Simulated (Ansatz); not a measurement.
**BF3H3P: small, medium and large basis sets**

One table from this session's results is given with a row withheld; the runs are named, their logs left out.

The runs use Ansatz 0.2.0, Gaussian basis; one geometry, several basis sets.

The runs, in order: PBE0-D4/def2-SVP; ωB97M-V/def2-SVP; PBE0-D4/def2-QZVPP; ωB97M-V/def2-QZVPP; CCSD(T)/cc-pV(D+d)Z; CCSD(T)/cc-pV(T+d)Z; CCSD(T)/cc-pV(Q+d)Z; the functionals' def2-TZVPP values are taken from earlier runs.

### The relaxed structure

An earlier PBE0-D4 in a triple-zeta def2 set relaxation fixed the geometry.

8 atoms, charge 0, spin multiplicity 1.

Atoms are counted from 1 here; the program's logs count them from 0.

Bond lengths: F1–B2 1.318 Å, B2–F3 1.318 Å, B2–F4 1.318 Å, P5–H6 1.416 Å, P5–H7 1.416 Å, P5–H8 1.416 Å. Angles: F1–B2–F3 119.7°, F1–B2–F4 119.7°, F3–B2–F4 119.7°, H6–P5–H7 95.1°, H6–P5–H8 95.1°, H7–P5–H8 95.1°.

Set-up of the first run:

File in.yaml:

```yaml
crystal:
  periodic: [false, false, false]
  atoms:
    - {symbol: F, position_ang: [1.162934, -1.376531, 1.305366]}
    - {symbol: B, position_ang: [0.771111, -1.538728, 0.057907]}
    - {symbol: F, position_ang: [-0.346527, -2.188916, -0.195335]}
    - {symbol: F, position_ang: [1.598564, -1.255686, -0.927602]}
    - {symbol: P, position_ang: [-0.526491, 1.077627, -0.052936]}
    - {symbol: H, position_ang: [-1.582420, 1.419753, 0.825626]}
    - {symbol: H, position_ang: [0.199905, 2.275106, 0.152715]}
    - {symbol: H, position_ang: [-1.184875, 1.530174, -1.221539]}
basis:
  gaussian: {orbitals: def2-SVP}
hamiltonian: {xc: pbe0, dispersion: d4}
output: {orbitals: {seedname: orbitals}}
```

Started as:

```sh
$ ansatz run in.yaml --threads 2 --pin off --events-out ev --progress --plain --max-ram 32768MiB --backend cpu
```

Among the steps run: PBE0-D4 in def2-SVP; ωB97M-V in def2-SVP; PBE0-D4 in def2-QZVPP; ωB97M-V in def2-QZVPP.

One of the session's tables, all rows but one given; the rest of the session is left out.

It belongs to the step «Density functionals: the series». 

| functional | basis | HOMO (eV) | LUMO (eV) |
| --- | --- | --- | --- |
| PBE0-D4 | def2-SVP | -8.34 | 0.84 |
| PBE0-D4 | def2-TZVPP | -8.41 | 0.39 |
| PBE0-D4 | def2-QZVPP | ? | ? |
| ωB97M-V | def2-SVP | -10.50 | 2.88 |
| ωB97M-V | def2-TZVPP | -10.59 | 2.05 |
| ωB97M-V | def2-QZVPP | -10.61 | 1.58 |

**Question.** Estimate the row for PBE0-D4, def2-QZVPP.

The run gave: HOMO (eV): -8.43; LUMO (eV): 0.29. In the column «HOMO (eV)» it lies between ωB97M-V, def2-SVP (-10.50) and PBE0-D4, def2-TZVPP (-8.41).
